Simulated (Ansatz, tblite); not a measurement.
# (H2B-mu-NHMe)3 (C3H18B3N3): removing and adding an electron

Aim: the energy of removing and adding an electron for (H2B-mu-NHMe)3 (C3H18B3N3), by energy differences, and how well orbital energies stand in for it.

The runs use Ansatz 0.2.0, Gaussian basis; as each input shows.

Plan: charge +1 doublet, at the geometry of the singlet (PBE0-D4/def2-TZVP, PBE-D4/def2-TZVP, r2SCANh-D4/def2-TZVP); charge -1 doublet, at the geometry of the singlet (PBE0-D4/def2-TZVP, PBE-D4/def2-TZVP, r2SCANh-D4/def2-TZVP); the starting singlet's energies come from earlier runs.

## Step 1: The geometry

The singlet was relaxed beforehand with r2SCAN-D4/def2-SVP.

27 atoms, charge 0, spin multiplicity 1.

Atoms are counted from 1 here; the program's logs count them from 0.

Bond lengths: B1–H2 1.219 Å, B1–H3 1.230 Å, B1–N4 1.586 Å, B1–N14 1.586 Å, N4–C5 1.478 Å, N4–B6 1.585 Å, N4–H16 1.025 Å, C5–H17 1.100 Å, C5–H18 1.100 Å, C5–H19 1.097 Å, B6–H7 1.229 Å, B6–H8 1.218 Å, B6–N9 1.591 Å, N9–C10 1.476 Å, N9–B11 1.591 Å, N9–H20 1.023 Å, C10–H21 1.101 Å, C10–H22 1.100 Å and more. Angles: H2–B1–H3 113.4°, H2–B1–N4 108.6°, H2–B1–N14 108.6°, H3–B1–N4 108.6°, H3–B1–N14 108.6°, N4–B1–N14 109.0°, B1–N4–C5 109.4°, B1–N4–B6 115.5°, B1–N4–H16 108.1°, C5–N4–B6 109.5°, C5–N4–H16 105.6°, B6–N4–H16 108.3°, N4–C5–H17 110.3°, N4–C5–H18 110.3°, N4–C5–H19 108.2°, H17–C5–H18 110.2°, H17–C5–H19 108.9°, H18–C5–H19 108.9° and more.

## Step 2: Charge +1 doublet at the fixed geometry, PBE0-D4/def2-TZVP

File in.yaml:

```yaml
crystal:
  periodic: [false, false, false]
  atoms:
    - {symbol: B, position_ang: [0.845985, -0.120087, 1.157291]}
    - {symbol: H, position_ang: [0.564387, -1.145627, 1.754046]}
    - {symbol: H, position_ang: [1.752290, 0.520653, 1.687874]}
    - {symbol: N, position_ang: [-0.447698, 0.795190, 1.087791]}
    - {symbol: C, position_ang: [-0.924689, 1.074697, 2.458182]}
    - {symbol: B, position_ang: [-1.642791, 0.221936, 0.219218]}
    - {symbol: H, position_ang: [-2.508402, 1.088790, 0.118325]}
    - {symbol: H, position_ang: [-2.041857, -0.804716, 0.739016]}
    - {symbol: N, position_ang: [-1.087282, -0.122874, -1.231766]}
    - {symbol: C, position_ang: [-0.899783, 1.061495, -2.092614]}
    - {symbol: B, position_ang: [0.154561, -1.118190, -1.233272]}
    - {symbol: H, position_ang: [-0.195578, -2.180839, -0.751988]}
    - {symbol: H, position_ang: [0.583529, -1.217518, -2.380890]}
    - {symbol: N, position_ang: [1.290267, -0.499797, -0.317349]}
    - {symbol: C, position_ang: [2.437483, -1.429394, -0.259836]}
    - {symbol: H, position_ang: [-0.175497, 1.703369, 0.699310]}
    - {symbol: H, position_ang: [-1.785839, 1.758603, 2.429940]}
    - {symbol: H, position_ang: [-0.114308, 1.508487, 3.062726]}
    - {symbol: H, position_ang: [-1.238637, 0.126405, 2.912532]}
    - {symbol: H, position_ang: [-1.838234, -0.677499, -1.649268]}
    - {symbol: H, position_ang: [-0.097631, 1.695915, -1.684208]}
    - {symbol: H, position_ang: [-1.818379, 1.665366, -2.126626]}
    - {symbol: H, position_ang: [-0.602742, 0.759774, -3.107690]}
    - {symbol: H, position_ang: [1.643629, 0.347484, -0.772393]}
    - {symbol: H, position_ang: [3.249574, -0.995760, 0.342520]}
    - {symbol: H, position_ang: [2.796080, -1.655456, -1.274927]}
    - {symbol: H, position_ang: [2.101540, -2.360427, 0.214056]}
basis:
  gaussian: {orbitals: def2-TZVP}
total_charge: 1
magnetization: {spin_polarized: true, initial_magnetization: 1}
hamiltonian: {xc: pbe0, dispersion: d4}
scf: {omitted_lower_state_checks: [starts]}
output: {orbitals: {seedname: orbitals}}
```

The run is started by

```console
> ansatz run in.yaml --threads 2 --pin off --events-out ev --progress --plain --max-ram 32768MiB --backend cuda --devices 0, --max-vram 18GiB
```

Log:

```text
Functional definition: PBE0
  name "PBE0"
  cite "Adamo & Barone, J. Chem. Phys. 110, 6158 (1999) doi:10.1063/1.478522"
  cite "Perdew, Burke & Ernzerhof, Phys. Rev. Lett. 77, 3865 (1996) doi:10.1103/PhysRevLett.77.3865"
  parent pbe
  parameter a = 0.25
  parameter kappa = 0.804
  parameter beta = 0.06672455060314922
  exchange = (1 - a)*pbe_x(kappa = kappa, mu = beta*pi^2/3) + a*exact_x
  correlation = pbe_c(beta = beta)
these checks for a lower state are left out or cut short: starts
2304 factors; their error is unknown
mean field evaluation 1: about -9866.5791 eV, gradient 7.1e1 eV
mean field evaluation 2: about -9837.2566 eV, gradient 1.0e2 eV
mean field evaluation 4: about -9888.8399 eV, gradient 6.0e0 eV
mean field evaluation 8: about -9889.0014 eV, gradient 2.3e-1 eV
mean field evaluation 16: about -9889.0260 eV, gradient 5.8e-1 eV
mean field -9889.03233106 eV, -363.4152351396 hartree, gradient 2.4e-5 eV, S^2 0.754113; 0 other end points of the search recorded, 0 dependent functions left out
reference -9889.03237505 eV, -363.4152367560 hartree; 36, 35 occupied and 351, 352 virtual orbitals, 2304 factors
Total energy: -9889.61767829 eV, -363.4367462537 hartree
Checks for a lower state left out: starts
```

Wall time 14 s (1 × H100 (card shared with other runs) with 2 threads of AMD EPYC 7R13, shared host); peak host memory 1 GiB.

From the report: HOMO -12.36 eV, LUMO -11.24 eV (over both spins); ⟨S²⟩ 0.754 (pure: 0.75).

## Step 3: Charge +1 doublet at the fixed geometry, PBE-D4/def2-TZVP

start.molden holds the orbitals of an earlier run on this state, given as this run's starting guess.

in.yaml: that of step 2 with these lines changed.

```diff
@@ -31,6 +31,6 @@
 basis:
-  gaussian: {orbitals: def2-TZVP}
+  gaussian: {orbitals: def2-TZVP, initial_orbitals: start.molden}
 total_charge: 1
 magnetization: {spin_polarized: true, initial_magnetization: 1}
-hamiltonian: {xc: pbe0, dispersion: d4}
+hamiltonian: {xc: pbe, dispersion: d4}
 scf: {omitted_lower_state_checks: [starts]}
```

The command is unchanged.

Log:

```text
Functional definition: PBE
  name "PBE"
  cite "Perdew, Burke & Ernzerhof, Phys. Rev. Lett. 77, 3865 (1996) doi:10.1103/PhysRevLett.77.3865"
  parent pbe
  parameter kappa = 0.804
  parameter beta = 0.06672455060314922
  exchange = pbe_x(kappa = kappa, mu = beta*pi^2/3)
  correlation = pbe_c(beta = beta)
these checks for a lower state are left out or cut short: starts
2304 factors; their error is unknown
mean field evaluation 1: about -9887.5781 eV, gradient 8.5e0 eV
mean field evaluation 2: about -9887.7506 eV, gradient 1.8e-1 eV
mean field evaluation 4: about -9887.6905 eV, gradient 8.9e-3 eV
mean field evaluation 8: about -9887.6905 eV, gradient 9.0e-6 eV
mean field -9887.69052273 eV, -363.3659245930 hartree, gradient 9.0e-6 eV, S^2 0.751484; 0 other end points of the search recorded, 0 dependent functions left out
reference -9887.69058123 eV, -363.3659267427 hartree; 36, 35 occupied and 351, 352 virtual orbitals, 2304 factors
Total energy: -9888.37750761 eV, -363.3911708216 hartree
Checks for a lower state left out: starts
```

It took 8 s on 1 × H100 (card shared with other runs) with 2 threads of AMD EPYC 7R13, shared host; peak host memory 0.95 GiB.

Report: HOMO -11.37 eV, LUMO -11.44 eV (over both spins; with the spin held, an empty level of the minority spin lies below the top filled one); ⟨S²⟩ 0.751 (pure: 0.75).

## Step 4: Charge +1 doublet at the fixed geometry, r2SCANh-D4/def2-TZVP

in.yaml: that of step 3 with these lines changed.

```diff
@@ -34,3 +34,3 @@
 magnetization: {spin_polarized: true, initial_magnetization: 1}
-hamiltonian: {xc: pbe, dispersion: d4}
+hamiltonian: {xc: {name: r2SCANh}, dispersion: d4}
 scf: {omitted_lower_state_checks: [starts]}
```

Same command.

Log:

```text
Functional definition: r2SCANh
  name "r2SCANh"
  cite "Bursch, Neugebauer, Ehlert & Grimme, J. Chem. Phys. 156, 134105 (2022) doi:10.1063/5.0086040"
  cite "Furness, Kaplan, Ning, Perdew & Sun, J. Phys. Chem. Lett. 11, 8208 (2020) doi:10.1021/acs.jpclett.0c02405"
  cite "Furness, Kaplan, Ning, Perdew & Sun, J. Phys. Chem. Lett. 11, 9248 (2020) doi:10.1021/acs.jpclett.0c03077"
  parent r2scan
  parameter a = 0.1
  parameter k0 = 0.174
  parameter k1 = 0.065
  parameter a1 = 4.9479
  exchange = (1 - a)*r2scan_x(k0 = k0, k1 = k1, a1 = a1) + a*exact_x
  correlation = r2scan_c
these checks for a lower state are left out or cut short: starts
2304 factors; their error is unknown
mean field evaluation 1: about -9895.0912 eV, gradient 4.2e0 eV
mean field evaluation 2: about -9895.1391 eV, gradient 4.9e-2 eV
mean field evaluation 4: about -9895.1013 eV, gradient 1.4e-3 eV
mean field evaluation 8: about -9895.1012 eV, gradient 2.5e-5 eV
mean field -9895.10124554 eV, -363.6382636329 hartree, gradient 2.5e-5 eV, S^2 0.754972; 0 other end points of the search recorded, 0 dependent functions left out
reference -9895.10126476 eV, -363.6382643394 hartree; 36, 35 occupied and 351, 352 virtual orbitals, 2304 factors
Total energy: -9895.30159819 eV, -363.6456264570 hartree
Checks for a lower state left out: starts
```

Run time: 14 s. Hardware: 1 × H100 (card shared with other runs) with 2 threads of AMD EPYC 7R13, shared host; peak host memory 1.1 GiB.

From the report: HOMO -11.93 eV, LUMO -11.46 eV (over both spins); ⟨S²⟩ 0.755 (pure: 0.75).

## Step 5: Vertical ionisation energy

Charged state less starting state, singlet to doublet; the starting state's energies are those of its earlier runs.

```csv
level,vertical ionisation energy (eV),time
PBE-D4/def2-TZVP,+8.98,14 s
r2SCANh-D4/def2-TZVP,+9.34,22 s
PBE0-D4/def2-TZVP,+9.53,20 s
```

Times add the two runs; a level without a time comes out of a correlated run.

Beside −ε(HOMO) of the starting state:

```csv
level,−ε(HOMO) (eV),by difference (eV),mismatch (eV)
PBE-D4/def2-TZVP,6.38,8.98,-2.60
r2SCANh-D4/def2-TZVP,7.16,9.34,-2.18
PBE0-D4/def2-TZVP,7.70,9.53,-1.83
```

## Step 6: Charge -1 doublet at the fixed geometry, PBE0-D4/def2-TZVP

in.yaml: that of step 4 with these lines changed.

```diff
@@ -31,6 +31,6 @@
 basis:
-  gaussian: {orbitals: def2-TZVP, initial_orbitals: start.molden}
-total_charge: 1
+  gaussian: {orbitals: def2-TZVP}
+total_charge: -1
 magnetization: {spin_polarized: true, initial_magnetization: 1}
-hamiltonian: {xc: {name: r2SCANh}, dispersion: d4}
+hamiltonian: {xc: pbe0, dispersion: d4}
 scf: {omitted_lower_state_checks: [starts]}
```

Launched as before.

Log:

```text
Functional definition: PBE0
  name "PBE0"
  cite "Adamo & Barone, J. Chem. Phys. 110, 6158 (1999) doi:10.1063/1.478522"
  cite "Perdew, Burke & Ernzerhof, Phys. Rev. Lett. 77, 3865 (1996) doi:10.1103/PhysRevLett.77.3865"
  parent pbe
  parameter a = 0.25
  parameter kappa = 0.804
  parameter beta = 0.06672455060314922
  exchange = (1 - a)*pbe_x(kappa = kappa, mu = beta*pi^2/3) + a*exact_x
  correlation = pbe_c(beta = beta)
these checks for a lower state are left out or cut short: starts
2304 factors; their error is unknown
mean field evaluation 1: about -9886.5417 eV, gradient 4.5e1 eV
mean field evaluation 2: about -9881.2000 eV, gradient 5.8e1 eV
mean field evaluation 4: about -9896.9890 eV, gradient 3.8e0 eV
mean field evaluation 8: about -9897.0684 eV, gradient 1.1e-1 eV
mean field evaluation 16: about -9897.0391 eV, gradient 1.2e-3 eV
mean field -9897.03911439 eV, -363.7094789996 hartree, gradient 1.3e-5 eV, S^2 0.750489; 0 other end points of the search recorded, 0 dependent functions left out
reference -9897.03916638 eV, -363.7094809104 hartree; 37, 36 occupied and 350, 351 virtual orbitals, 2304 factors
Total energy: -9897.72810077 eV, -363.7347987824 hartree
Checks for a lower state left out: starts
```

It took 15 s on 1 × H100 (card shared with other runs) with 2 threads of AMD EPYC 7R13, shared host; peak host memory 1 GiB.

HOMO 2.85 eV, LUMO 4.41 eV (over both spins); ⟨S²⟩ 0.750 (pure: 0.75). Doubts: highest occupied level lies above zero.

## Step 7: Charge -1 doublet at the fixed geometry, PBE-D4/def2-TZVP

in.yaml: that of step 6 with these lines changed.

```diff
@@ -31,6 +31,6 @@
 basis:
-  gaussian: {orbitals: def2-TZVP}
+  gaussian: {orbitals: def2-TZVP, initial_orbitals: start.molden}
 total_charge: -1
 magnetization: {spin_polarized: true, initial_magnetization: 1}
-hamiltonian: {xc: pbe0, dispersion: d4}
+hamiltonian: {xc: pbe, dispersion: d4}
 scf: {omitted_lower_state_checks: [starts]}
```

Launched as before.

Log:

```text
Functional definition: PBE
  name "PBE"
  cite "Perdew, Burke & Ernzerhof, Phys. Rev. Lett. 77, 3865 (1996) doi:10.1103/PhysRevLett.77.3865"
  parent pbe
  parameter kappa = 0.804
  parameter beta = 0.06672455060314922
  exchange = pbe_x(kappa = kappa, mu = beta*pi^2/3)
  correlation = pbe_c(beta = beta)
these checks for a lower state are left out or cut short: starts
2304 factors; their error is unknown
mean field evaluation 1: about -9895.2131 eV, gradient 8.5e0 eV
mean field evaluation 2: about -9895.3970 eV, gradient 1.9e-1 eV
mean field evaluation 4: about -9895.3357 eV, gradient 2.2e-2 eV
mean field evaluation 8: about -9895.3357 eV, gradient 2.2e-5 eV
mean field -9895.33572957 eV, -363.6468807622 hartree, gradient 2.2e-5 eV, S^2 0.750466; 0 other end points of the search recorded, 0 dependent functions left out
reference -9895.33579865 eV, -363.6468833009 hartree; 37, 36 occupied and 350, 351 virtual orbitals, 2304 factors
Total energy: -9896.14383412 eV, -363.6765780565 hartree
Checks for a lower state left out: starts
```

Run time: 9.5 s. Hardware: 1 × H100 (card shared with other runs) with 2 threads of AMD EPYC 7R13, shared host; peak host memory 1 GiB.

Report: HOMO 3.22 eV, LUMO 3.65 eV (over both spins); ⟨S²⟩ 0.750 (pure: 0.75). Doubts: highest occupied level lies above zero.

## Step 8: Charge -1 doublet at the fixed geometry, r2SCANh-D4/def2-TZVP

in.yaml: that of step 7 with these lines changed.

```diff
@@ -34,3 +34,3 @@
 magnetization: {spin_polarized: true, initial_magnetization: 1}
-hamiltonian: {xc: pbe, dispersion: d4}
+hamiltonian: {xc: {name: r2SCANh}, dispersion: d4}
 scf: {omitted_lower_state_checks: [starts]}
```

Same command.

Log:

```text
Functional definition: r2SCANh
  name "r2SCANh"
  cite "Bursch, Neugebauer, Ehlert & Grimme, J. Chem. Phys. 156, 134105 (2022) doi:10.1063/5.0086040"
  cite "Furness, Kaplan, Ning, Perdew & Sun, J. Phys. Chem. Lett. 11, 8208 (2020) doi:10.1021/acs.jpclett.0c02405"
  cite "Furness, Kaplan, Ning, Perdew & Sun, J. Phys. Chem. Lett. 11, 9248 (2020) doi:10.1021/acs.jpclett.0c03077"
  parent r2scan
  parameter a = 0.1
  parameter k0 = 0.174
  parameter k1 = 0.065
  parameter a1 = 4.9479
  exchange = (1 - a)*r2scan_x(k0 = k0, k1 = k1, a1 = a1) + a*exact_x
  correlation = r2scan_c
these checks for a lower state are left out or cut short: starts
2304 factors; their error is unknown
mean field evaluation 1: about -9902.9780 eV, gradient 4.2e0 eV
mean field evaluation 2: about -9903.0307 eV, gradient 6.0e-2 eV
mean field evaluation 4: about -9902.9943 eV, gradient 1.7e-3 eV
mean field evaluation 8: about -9902.9942 eV, gradient 1.2e-5 eV
mean field -9902.99424207 eV, -363.9283259055 hartree, gradient 1.2e-5 eV, S^2 0.751099; 0 other end points of the search recorded, 0 dependent functions left out
reference -9902.99426383 eV, -363.9283267051 hartree; 37, 36 occupied and 350, 351 virtual orbitals, 2304 factors
Total energy: -9903.23255741 eV, -363.9370838326 hartree
Checks for a lower state left out: starts
```

Run time: 11 s. Hardware: 1 × H100 (card shared with other runs) with 2 threads of AMD EPYC 7R13, shared host; peak host memory 1.1 GiB.

HOMO 3.08 eV, LUMO 4.36 eV (over both spins); ⟨S²⟩ 0.751 (pure: 0.75). Doubts: highest occupied level lies above zero.

## Step 9: Vertical electron affinity

Starting state less charged state (positive: the electron is bound), singlet to doublet; the starting state's energies are those of its earlier runs.

```csv
level,vertical electron affinity (eV),time
PBE-D4/def2-TZVP,-1.22,16 s
r2SCANh-D4/def2-TZVP,-1.41,19 s
PBE0-D4/def2-TZVP,-1.42,21 s
```

Times add the two runs; a level without a time comes out of a correlated run.

Beside −ε(LUMO) of the starting state:

```csv
level,−ε(LUMO) (eV),by difference (eV),mismatch (eV)
PBE-D4/def2-TZVP,0.57,-1.22,+1.79
r2SCANh-D4/def2-TZVP,-0.24,-1.41,+1.17
PBE0-D4/def2-TZVP,-0.26,-1.42,+1.16
```

## Step 10: What came out

```
                                            quantity                                 value
vertical ionisation energy, functionals in def2-TZVP    8.98 (PBE-D4) to 9.53 eV (PBE0-D4)
vertical electron affinity, functionals in def2-TZVP  -1.42 (PBE0-D4) to -1.22 eV (PBE-D4)
```

**Reading.** The vertical ionisation energy spans 8.98 to 9.53 eV over the functionals. −ε(HOMO) misses the level's own difference by -1.83 eV at best (PBE0-D4) and -2.60 eV at worst (PBE-D4). The vertical electron affinity spans -1.42 to -1.22 eV over the functionals. A negative affinity means an unbound electron, held by the basis alone. −ε(LUMO) misses the level's own difference by +1.16 eV at best (PBE0-D4) and +1.79 eV at worst (PBE-D4).
